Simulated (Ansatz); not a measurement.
# BCl2H2O: the cost of one run

Program: Ansatz 0.2.0. Level of theory: UKS PBE0-D4/def2-SVP. These are calculated values, not measurements.

## Step 1: The structure to begin with

Bond lengths: B1–Cl3 1.860 Å, B1–Cl4 1.860 Å, O5–H6 1.010 Å. Angles: Cl3–B1–Cl4 120.0°.

As a file:

```xyz
6

B     0.0000    0.0000    0.0000
H     0.0000    0.0000    1.4400
Cl    1.6108    0.0000   -0.9300
Cl   -1.6108    0.0000   -0.9300
O     0.0000    0.0000    2.7500
H    -0.5144   -0.8011    3.0871
```

## Step 2: Pulling towards end A

Springs on the bonds that form and break draw the guess towards this end; the thresholds are loose.

Contents of input.yaml:

```yaml
crystal:
  periodic: [false, false, false]
  atoms:
    - { symbol: B, position_ang: [0.0, 0.0, 0.0] }
    - { symbol: H, position_ang: [0.0, 0.0, 1.44] }
    - { symbol: Cl, position_ang: [1.6108, 0.0, -0.93] }
    - { symbol: Cl, position_ang: [-1.6108, 0.0, -0.93] }
    - { symbol: O, position_ang: [0.0, 0.0, 2.75] }
    - { symbol: H, position_ang: [-0.5144, -0.8011, 3.0871] }
magnetization:
  spin_polarized: true
  initial_magnetization: 1
basis:
  gaussian: { orbitals: def2-SVP }
hamiltonian:
  xc: pbe0
  dispersion: d4
relax:
  f_tol: 0.15
  max_steps: 25
  restrain:
    - { distance: [1, 4], at: 2.21, k: 30.0 }
    - { distance: [0, 1], at: 1.19, k: 30.0 }
output:
  orbitals: {}
```

Run with:

```
> ansatz run input.yaml --threads 2 --pin off --max-ram 3072MiB --backend cpu --events-out ev --progress --plain --runs-dir out
```

**Question.** How long does this run take on 2 threads of Arm Neoverse V2, shared host, and how much memory does it need?

About 24 s, with a peak of 0.2 GiB.
